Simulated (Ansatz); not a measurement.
# GaH2 (doublet): PBE, r2SCAN, PBE0, B3LYP, wB97M-V, B2PLYP, RPA-PBE over vertical spin and charge gaps, cc-pVQZ, part 2 of 2

Ansatz 0.2.0, Gaussian basis; cc-pVQZ, all electrons in the functionals, frozen cores in the correlation of double hybrids and RPA.

**13. B3LYP, charge 1, triplet**

in.yaml

```yaml
crystal:
  periodic: [false, false, false]
  atoms:
    - {symbol: Ga, position_ang: [0.000000, -0.022229, 0.000000]}
    - {symbol: H, position_ang: [0.000000, 0.768845, -1.383112]}
    - {symbol: H, position_ang: [0.000000, 0.768845, 1.383112]}
basis:
  gaussian: {orbitals: cc-pVQZ}
total_charge: 1
magnetization: {spin_polarized: true, initial_magnetization: 2}
hamiltonian: {xc: {name: B3LYP}}
```

Started as:

```
ansatz run in.yaml --threads 5 --pin off --events-out ev --progress --plain --max-ram 130560MiB --backend cuda --devices 0, --max-vram 75GiB
```

What it wrote:

```text
Functional definition: B3LYP
  name "B3LYP"
  cite "Stephens, Devlin, Chabalowski & Frisch, J. Phys. Chem. 98, 11623 (1994) doi:10.1021/j100096a001"
  cite "Becke, Phys. Rev. A 38, 3098 (1988) doi:10.1103/PhysRevA.38.3098"
  cite "Lee, Yang & Parr, Phys. Rev. B 37, 785 (1988) doi:10.1103/PhysRevB.37.785"
  cite "Vosko, Wilk & Nusair, Can. J. Phys. 58, 1200 (1980) doi:10.1139/p80-159"
  parameter a0 = 0.2
  parameter ax = 0.72
  parameter ac = 0.81
  exchange = (1 - a0 - ax)*slater_x + ax*b88_x + a0*exact_x
  correlation = (1 - ac)*vwn_rpa_c + ac*lyp_c
619 factors; their error is unknown
mean field evaluation 1: about -52399.9737 eV, gradient 8.8e0 eV
mean field evaluation 2: about -52400.1626 eV, gradient 8.0e0 eV
mean field evaluation 4: about -52400.2868 eV, gradient 2.2e-1 eV
mean field evaluation 8: about -52400.5216 eV, gradient 6.4e-3 eV
mean field -52400.52161270 eV, -1925.6836509174 hartree, gradient 4.0e-5 eV, S^2 2.013851; 0 other end points of the search recorded, 0 dependent functions left out
reference -52400.52180475 eV, -1925.6836579750 hartree; 17, 15 occupied and 111, 113 virtual orbitals, 619 factors
Total energy: -52400.52180475 eV, -1925.6836579750 hartree
```

Wall time 1.9 s (1 × H100 with 5 threads of AMD EPYC 7R13, shared host); peak host memory 0.8 GiB.

From the report: ⟨S²⟩ of the determinant 2.014 (pure triplet: 2.00).

From charge 0, doublet: +10.909 eV.

**14. wB97M-V, charge 0, doublet**

Changes to in.yaml since step 13:

```diff
@@ -8,4 +8,4 @@
   gaussian: {orbitals: cc-pVQZ}
-total_charge: 1
-magnetization: {spin_polarized: true, initial_magnetization: 2}
-hamiltonian: {xc: {name: B3LYP}}
+magnetization: {spin_polarized: true, initial_magnetization: 1}
+hamiltonian: {xc: {name: wB97M-V}}
+output: {orbitals: {seedname: orbitals}}
```

Same command.

What it wrote (excerpt; [...] marks lines left out):

```text
Functional definition: wB97M-V
  name "wB97M-V"
  cite "Mardirossian & Head-Gordon, J. Chem. Phys. 144, 214110 (2016) doi:10.1063/1.4952647"
  cite "Becke, J. Chem. Phys. 107, 8554 (1997) doi:10.1063/1.475007"
  cite "Vydrov & Van Voorhis, J. Chem. Phys. 133, 244103 (2010) doi:10.1063/1.3521275"
  # Of w^i u^j: cxij and so on, Table III.
[...]
  gx(w, u) = 1 - cx + cx01*u + cx10*w
  gss(w, u) = css00 + css04*u^4 + css10*w + css20*w^2 + css43*w^4*u^3
  gos(w, u) = cos00 + cos10*w + (cos20 + cos21*u)*w^2 + (cos60 + cos61*u)*w^6
[...]
      + integral(e_c_pw_mod_opposite_spin*gos(b97_w_opposite, b97_u_opposite)) + vv10(b, c)
591 factors; their error is unknown
135 factors; integrals over basis functions are off by at most 1.2e-4 eV
[...]
mean field -52406.77219698 eV, -1925.9133556529 hartree, gradient 6.2e-5 eV, S^2 0.752023; 0 other end points of the search recorded, 0 dependent functions left out
reference -52406.77224819 eV, -1925.9133575349 hartree; 17, 16 occupied and 111, 112 virtual orbitals, 591 factors
Total energy: -52406.77224819 eV, -1925.9133575349 hartree
```

Wall time 1.8 s (1 × H100 with 5 threads of AMD EPYC 7R13, shared host); peak host memory 0.86 GiB.

From the report: ⟨S²⟩ of the determinant 0.752 (pure doublet: 0.75).

**15. wB97M-V, charge 0, quartet**

Changes to in.yaml since step 14:

```diff
@@ -8,4 +8,4 @@
   gaussian: {orbitals: cc-pVQZ}
-magnetization: {spin_polarized: true, initial_magnetization: 1}
+magnetization: {spin_polarized: true, initial_magnetization: 3}
 hamiltonian: {xc: {name: wB97M-V}}
-output: {orbitals: {seedname: orbitals}}
+output: {forces: true, orbitals: {seedname: orbitals}}
```

The command is unchanged.

What it wrote (excerpt; [...] marks lines left out):

```text
Functional definition: wB97M-V
  name "wB97M-V"
  cite "Mardirossian & Head-Gordon, J. Chem. Phys. 144, 214110 (2016) doi:10.1063/1.4952647"
  cite "Becke, J. Chem. Phys. 107, 8554 (1997) doi:10.1063/1.475007"
  cite "Vydrov & Van Voorhis, J. Chem. Phys. 133, 244103 (2010) doi:10.1063/1.3521275"
  # Of w^i u^j: cxij and so on, Table III.
[...]
  gx(w, u) = 1 - cx + cx01*u + cx10*w
  gss(w, u) = css00 + css04*u^4 + css10*w + css20*w^2 + css43*w^4*u^3
  gos(w, u) = cos00 + cos10*w + (cos20 + cos21*u)*w^2 + (cos60 + cos61*u)*w^6
[...]
      + integral(e_c_pw_mod_opposite_spin*gos(b97_w_opposite, b97_u_opposite)) + vv10(b, c)
591 factors; their error is unknown
135 factors; integrals over basis functions are off by at most 1.2e-4 eV
[...]
mean field -52402.13872629 eV, -1925.7430787457 hartree, gradient 2.0e-5 eV, S^2 3.760927; 0 other end points of the search recorded, 0 dependent functions left out
[...]
reference -52402.13877162 eV, -1925.7430804115 hartree; 18, 15 occupied and 110, 113 virtual orbitals, 591 factors
Total energy: -52402.13877162 eV, -1925.7430804115 hartree
Atom 0 at     0.000000    -0.022229     0.000000 Å, force     0.000000    -2.702128    -0.000000 eV/Å
Atom 1 at     0.000000     0.768845    -1.383112 Å, force    -0.000000     1.351064    -0.581402 eV/Å
Atom 2 at     0.000000     0.768845     1.383112 Å, force     0.000000     1.351064     0.581402 eV/Å
Dipole moment:    -0.000000     0.208943    -0.000000 e Å
```

Run time: 2.4 s. Hardware: 1 × H100 with 5 threads of AMD EPYC 7R13, shared host; peak host memory 0.86 GiB.

From the report: ⟨S²⟩ of the determinant 3.761 (pure quartet: 3.75).

From charge 0, doublet: +4.633 eV.

**16. wB97M-V, charge 1, triplet**

Changes to in.yaml since step 15:

```diff
@@ -8,3 +8,4 @@
   gaussian: {orbitals: cc-pVQZ}
-magnetization: {spin_polarized: true, initial_magnetization: 3}
+total_charge: 1
+magnetization: {spin_polarized: true, initial_magnetization: 2}
 hamiltonian: {xc: {name: wB97M-V}}
```

Launched as before.

What it wrote (excerpt; [...] marks lines left out):

```text
Functional definition: wB97M-V
  name "wB97M-V"
  cite "Mardirossian & Head-Gordon, J. Chem. Phys. 144, 214110 (2016) doi:10.1063/1.4952647"
  cite "Becke, J. Chem. Phys. 107, 8554 (1997) doi:10.1063/1.475007"
  cite "Vydrov & Van Voorhis, J. Chem. Phys. 133, 244103 (2010) doi:10.1063/1.3521275"
  # Of w^i u^j: cxij and so on, Table III.
[...]
  gx(w, u) = 1 - cx + cx01*u + cx10*w
  gss(w, u) = css00 + css04*u^4 + css10*w + css20*w^2 + css43*w^4*u^3
  gos(w, u) = cos00 + cos10*w + (cos20 + cos21*u)*w^2 + (cos60 + cos61*u)*w^6
[...]
      + integral(e_c_pw_mod_opposite_spin*gos(b97_w_opposite, b97_u_opposite)) + vv10(b, c)
591 factors; their error is unknown
135 factors; integrals over basis functions are off by at most 1.2e-4 eV
[...]
mean field -52395.76704602 eV, -1925.5089238146 hartree, gradient 1.6e-5 eV, S^2 2.015910; 0 other end points of the search recorded, 0 dependent functions left out
[...]
reference -52395.76708783 eV, -1925.5089253512 hartree; 17, 15 occupied and 111, 113 virtual orbitals, 591 factors
Total energy: -52395.76708783 eV, -1925.5089253512 hartree
Atom 0 at     0.000000    -0.022229     0.000000 Å, force     0.000000    -3.130770     0.000000 eV/Å
Atom 1 at     0.000000     0.768845    -1.383112 Å, force    -0.000000     1.565385    -0.951262 eV/Å
Atom 2 at     0.000000     0.768845     1.383112 Å, force     0.000000     1.565385     0.951262 eV/Å
Dipole moment:    -0.000000     0.277457    -0.000000 e Å
```

It took 1.8 s on 1 × H100 with 5 threads of AMD EPYC 7R13, shared host; peak host memory 0.86 GiB.

From the report: ⟨S²⟩ of the determinant 2.016 (pure triplet: 2.00).

From charge 0, doublet: +11.005 eV.

**17. B2PLYP, charge 0, doublet**

in.yaml

```yaml
crystal:
  periodic: [false, false, false]
  atoms:
    - {symbol: Ga, position_ang: [0.000000, -0.022229, 0.000000]}
    - {symbol: H, position_ang: [0.000000, 0.768845, -1.383112]}
    - {symbol: H, position_ang: [0.000000, 0.768845, 1.383112]}
basis:
  gaussian: {orbitals: cc-pVQZ}
magnetization: {spin_polarized: true, initial_magnetization: 1}
hamiltonian: {xc: {name: B2PLYP}}
correlation: {electrons: outside_noble_gas}
```

The command is unchanged.

What it wrote (excerpt; [...] marks lines left out):

```text
Functional definition: B2PLYP
  name "B2PLYP"
  cite "Grimme, J. Chem. Phys. 124, 034108 (2006) doi:10.1063/1.2148954"
  cite "Becke, Phys. Rev. A 38, 3098 (1988) doi:10.1103/PhysRevA.38.3098"
  cite "Lee, Yang & Parr, Phys. Rev. B 37, 785 (1988) doi:10.1103/PhysRevB.37.785"
[...]
777 factors; integrals over basis functions are off by at most 6.7e-4 eV
[...]
mean field -52397.87843317 eV, -1925.5865158612 hartree, gradient 6.9e-6 eV, S^2 0.754068; 0 other end points of the search recorded, 0 dependent functions left out
14 core orbitals not correlated: weight in the atoms' cores, before any rotation towards them, 0.997 or more for the frozen orbitals, at most 0.002 for the correlated occupied ones
reference -52397.87857024 eV, -1925.5865208985 hartree; 3, 2 occupied and 111, 112 virtual orbitals, 777 factors
second order -2.42871900 eV of doubles, -0.00000000 eV of singles
Total energy: -52398.53432437 eV, -1925.6106194183 hartree
```

Run time: 1.4 s. Hardware: 1 × H100 with 5 threads of AMD EPYC 7R13, shared host; peak host memory 0.81 GiB.

From the report: ⟨S²⟩ of the determinant 0.754 (pure doublet: 0.75).

**18. B2PLYP, charge 0, quartet**

Changes to in.yaml since step 17:

```diff
@@ -8,3 +8,3 @@
   gaussian: {orbitals: cc-pVQZ}
-magnetization: {spin_polarized: true, initial_magnetization: 1}
+magnetization: {spin_polarized: true, initial_magnetization: 3}
 hamiltonian: {xc: {name: B2PLYP}}
```

Launched as before.

What it wrote (excerpt; [...] marks lines left out):

```text
Functional definition: B2PLYP
  name "B2PLYP"
  cite "Grimme, J. Chem. Phys. 124, 034108 (2006) doi:10.1063/1.2148954"
  cite "Becke, Phys. Rev. A 38, 3098 (1988) doi:10.1103/PhysRevA.38.3098"
  cite "Lee, Yang & Parr, Phys. Rev. B 37, 785 (1988) doi:10.1103/PhysRevB.37.785"
[...]
777 factors; integrals over basis functions are off by at most 6.7e-4 eV
[...]
mean field -52393.44571165 eV, -1925.4236163500 hartree, gradient 4.3e-6 eV, S^2 3.769718; 0 other end points of the search recorded, 0 dependent functions left out
14 core orbitals not correlated: weight in the atoms' cores, before any rotation towards them, 0.995 or more for the frozen orbitals, at most 0.004 for the correlated occupied ones
reference -52393.44584306 eV, -1925.4236211793 hartree; 4, 1 occupied and 110, 113 virtual orbitals, 777 factors
second order -2.09749597 eV of doubles, -0.00000000 eV of singles
Total energy: -52394.01216697 eV, -1925.4444331992 hartree
```

Run time: 1.7 s. Hardware: 1 × H100 with 5 threads of AMD EPYC 7R13, shared host; peak host memory 0.81 GiB.

From the report: ⟨S²⟩ of the determinant 3.770 (pure quartet: 3.75).

From charge 0, doublet: +4.522 eV.

**19. B2PLYP, charge 1, triplet**

Changes to in.yaml since step 18:

```diff
@@ -8,3 +8,4 @@
   gaussian: {orbitals: cc-pVQZ}
-magnetization: {spin_polarized: true, initial_magnetization: 3}
+total_charge: 1
+magnetization: {spin_polarized: true, initial_magnetization: 2}
 hamiltonian: {xc: {name: B2PLYP}}
```

Same command.

What it wrote (excerpt; [...] marks lines left out):

```text
Functional definition: B2PLYP
  name "B2PLYP"
  cite "Grimme, J. Chem. Phys. 124, 034108 (2006) doi:10.1063/1.2148954"
  cite "Becke, Phys. Rev. A 38, 3098 (1988) doi:10.1103/PhysRevA.38.3098"
  cite "Lee, Yang & Parr, Phys. Rev. B 37, 785 (1988) doi:10.1103/PhysRevB.37.785"
[...]
777 factors; integrals over basis functions are off by at most 6.7e-4 eV
[...]
mean field -52387.27273952 eV, -1925.1967638084 hartree, gradient 1.8e-6 eV, S^2 2.029498; 0 other end points of the search recorded, 0 dependent functions left out
14 core orbitals not correlated: weight in the atoms' cores, before any rotation towards them, 0.996 or more for the frozen orbitals, at most 0.004 for the correlated occupied ones
reference -52387.27285894 eV, -1925.1967681971 hartree; 3, 1 occupied and 111, 113 virtual orbitals, 777 factors
second order -1.50999005 eV of doubles, -0.00000000 eV of singles
Total energy: -52387.68055625 eV, -1925.2117507971 hartree
```

Wall time 1.6 s (1 × H100 with 5 threads of AMD EPYC 7R13, shared host); peak host memory 0.81 GiB.

From the report: ⟨S²⟩ of the determinant 2.029 (pure triplet: 2.00).

From charge 0, doublet: +10.854 eV.

**20. RPA-PBE, charge 0, doublet**

in.yaml

```yaml
crystal:
  periodic: [false, false, false]
  atoms:
    - {symbol: Ga, position_ang: [0.000000, -0.022229, 0.000000]}
    - {symbol: H, position_ang: [0.000000, 0.768845, -1.383112]}
    - {symbol: H, position_ang: [0.000000, 0.768845, 1.383112]}
basis:
  gaussian: {orbitals: cc-pVQZ}
magnetization: {spin_polarized: true, initial_magnetization: 1}
hamiltonian: {xc: {name: PBE}}
correlation: {method: rpa, electrons: outside_noble_gas}
```

Same command.

What it wrote (excerpt; [...] marks lines left out):

```text
Functional definition: PBE
  name "PBE"
  cite "Perdew, Burke & Ernzerhof, Phys. Rev. Lett. 77, 3865 (1996) doi:10.1103/PhysRevLett.77.3865"
  parent pbe
[...]
777 factors; integrals over basis functions are off by at most 6.7e-4 eV
[...]
mean field -52401.75353458 eV, -1925.7289232114 hartree, gradient 2.2e-6 eV, S^2 0.751563; 1 other end points of the search recorded, 0 dependent functions left out
14 core orbitals not correlated: weight in the atoms' cores, before any rotation towards them, 0.995 or more for the frozen orbitals, at most 0.004 for the correlated occupied ones
reference -52364.86305797 eV, -1924.3732232014 hartree; 3, 2 occupied and 111, 112 virtual orbitals, 777 factors
Total energy: -52369.81237002 eV, -1924.5551070645 hartree
```

Wall time 2 s (1 × H100 with 5 threads of AMD EPYC 7R13, shared host); peak host memory 0.86 GiB.

From the report: ⟨S²⟩ of the determinant 0.752 (pure doublet: 0.75).

**21. RPA-PBE, charge 0, quartet**

Changes to in.yaml since step 20:

```diff
@@ -8,3 +8,3 @@
   gaussian: {orbitals: cc-pVQZ}
-magnetization: {spin_polarized: true, initial_magnetization: 1}
+magnetization: {spin_polarized: true, initial_magnetization: 3}
 hamiltonian: {xc: {name: PBE}}
```

Launched as before.

What it wrote (excerpt; [...] marks lines left out):

```text
Functional definition: PBE
  name "PBE"
  cite "Perdew, Burke & Ernzerhof, Phys. Rev. Lett. 77, 3865 (1996) doi:10.1103/PhysRevLett.77.3865"
  parent pbe
[...]
777 factors; integrals over basis functions are off by at most 6.7e-4 eV
[...]
mean field -52397.50959778 eV, -1925.5729614107 hartree, gradient 3.5e-6 eV, S^2 3.756156; 0 other end points of the search recorded, 0 dependent functions left out
14 core orbitals not correlated: weight in the atoms' cores, before any rotation towards them, 0.990 or more for the frozen orbitals, at most 0.008 for the correlated occupied ones
reference -52360.70773778 eV, -1924.2205180011 hartree; 4, 1 occupied and 110, 113 virtual orbitals, 777 factors
Total energy: -52365.32965451 eV, -1924.3903703078 hartree
```

It took 2.4 s on 1 × H100 with 5 threads of AMD EPYC 7R13, shared host; peak host memory 0.85 GiB.

From the report: ⟨S²⟩ of the determinant 3.756 (pure quartet: 3.75).

From charge 0, doublet: +4.483 eV.

**22. RPA-PBE, charge 1, triplet**

Changes to in.yaml since step 21:

```diff
@@ -8,3 +8,4 @@
   gaussian: {orbitals: cc-pVQZ}
-magnetization: {spin_polarized: true, initial_magnetization: 3}
+total_charge: 1
+magnetization: {spin_polarized: true, initial_magnetization: 2}
 hamiltonian: {xc: {name: PBE}}
```

Launched as before.

What it wrote (excerpt; [...] marks lines left out):

```text
Functional definition: PBE
  name "PBE"
  cite "Perdew, Burke & Ernzerhof, Phys. Rev. Lett. 77, 3865 (1996) doi:10.1103/PhysRevLett.77.3865"
  parent pbe
[...]
777 factors; integrals over basis functions are off by at most 6.7e-4 eV
[...]
mean field -52391.01545976 eV, -1925.3343062404 hartree, gradient 2.4e-6 eV, S^2 2.010106; 0 other end points of the search recorded, 0 dependent functions left out
14 core orbitals not correlated: weight in the atoms' cores, before any rotation towards them, 0.992 or more for the frozen orbitals, at most 0.006 for the correlated occupied ones
reference -52354.77878291 eV, -1924.0026329284 hartree; 3, 1 occupied and 111, 113 virtual orbitals, 777 factors
Total energy: -52358.57557660 eV, -1924.1421625229 hartree
```

Wall time 1.6 s (1 × H100 with 5 threads of AMD EPYC 7R13, shared host); peak host memory 0.86 GiB.

From the report: ⟨S²⟩ of the determinant 2.010 (pure triplet: 2.00).

From charge 0, doublet: +11.237 eV.

**23. Against the wave-function levels**

The yardstick is full CI for this spin, exact in this basis with these frozen cores. It and the other wave-function rows come from earlier runs at the same points. Energies in eV, counted from charge 0, doublet; blanks weren't run or aren't comparable.

| level | doublet to quartet | ionisation to the triplet cation |
| --- | --- | --- |
| FCI |  | 10.982 |
| PBE | 4.244 | 10.738 |
| r2SCAN | 4.186 | 10.777 |
| PBE0 | 4.334 | 10.828 |
| B3LYP | 4.484 | 10.909 |
| wB97M-V | 4.633 | 11.005 |
| B2PLYP | 4.522 | 10.854 |
| RPA-PBE | 4.483 | 11.237 |
| UHF | 4.203 | 10.126 |
| RMP2 | 4.497 | 10.901 |
| UMP2 | 4.562 | 10.945 |
| RCCSD | 4.542 | 10.973 |
| RCCSD(T) | 4.503 | 10.978 |
| UCCSD(T) | 4.485 | 10.968 |
| RCCSDT(Q) | 4.493 | 10.980 |
| UCCSDT(Q) | 4.476 | 10.970 |
| CASSCF valence | 4.323 | 10.175 |
| NEVPT2 valence | 4.421 | 10.729 |
| MRCISD+Q valence | 4.507 | 10.992 |

Largest miss and mean time a point (FCI took 19 min a point; shared hosts):

| level | largest miss (eV) | where | time a point |
| --- | --- | --- | --- |
| PBE | -0.243 | ionisation to the triplet cation | 1.4 s |
| r2SCAN | -0.205 | ionisation to the triplet cation | 1.6 s |
| PBE0 | -0.154 | ionisation to the triplet cation | 1.5 s |
| B3LYP | -0.073 | ionisation to the triplet cation | 1.6 s |
| wB97M-V | +0.024 | ionisation to the triplet cation | 2 s |
| B2PLYP | -0.128 | ionisation to the triplet cation | 1.6 s |
| RPA-PBE | +0.255 | ionisation to the triplet cation | 2 s |
| UHF | -0.856 | ionisation to the triplet cation |  |
| RMP2 | -0.081 | ionisation to the triplet cation |  |
| UMP2 | -0.037 | ionisation to the triplet cation |  |
| RCCSD | -0.008 | ionisation to the triplet cation |  |
| RCCSD(T) | -0.004 | ionisation to the triplet cation | 3.8 s |
| UCCSD(T) | -0.014 | ionisation to the triplet cation | 3.3 s |
| RCCSDT(Q) | -0.002 | ionisation to the triplet cation | 4.2 s |
| UCCSDT(Q) | -0.011 | ionisation to the triplet cation | 3.8 s |
| CASSCF valence | -0.807 | ionisation to the triplet cation |  |
| NEVPT2 valence | -0.253 | ionisation to the triplet cation | 2.2 s |
| MRCISD+Q valence | +0.011 | ionisation to the triplet cation | 2.6 s |

**24. Summary of results**

What follows sums up all 2 parts.

| quantity | value |
| --- | --- |
| ionisation to the triplet cation, FCI | 10.982 eV |
| largest miss, PBE | -0.243 eV (ionisation to the triplet cation) |
| largest miss, r2SCAN | -0.205 eV (ionisation to the triplet cation) |
| largest miss, PBE0 | -0.154 eV (ionisation to the triplet cation) |
| largest miss, B3LYP | -0.073 eV (ionisation to the triplet cation) |
| largest miss, wB97M-V | +0.024 eV (ionisation to the triplet cation) |
| largest miss, B2PLYP | -0.128 eV (ionisation to the triplet cation) |
| largest miss, RPA-PBE | +0.255 eV (ionisation to the triplet cation) |
| largest miss, RCCSD(T) | -0.004 eV (ionisation to the triplet cation) |
| largest miss, UCCSD(T) | -0.014 eV (ionisation to the triplet cation) |

Misses are known at 1 of 2 points at best, and only functionals with that many are ranked. Of the functionals, wB97M-V keep the smallest largest miss at the points compared (at most 0.024 eV) and RPA-PBE strays most (0.255 eV, at ionisation to the triplet cation). Functionals and the yardstick converge differently with the basis, so part of each miss in cc-pVQZ is the basis.
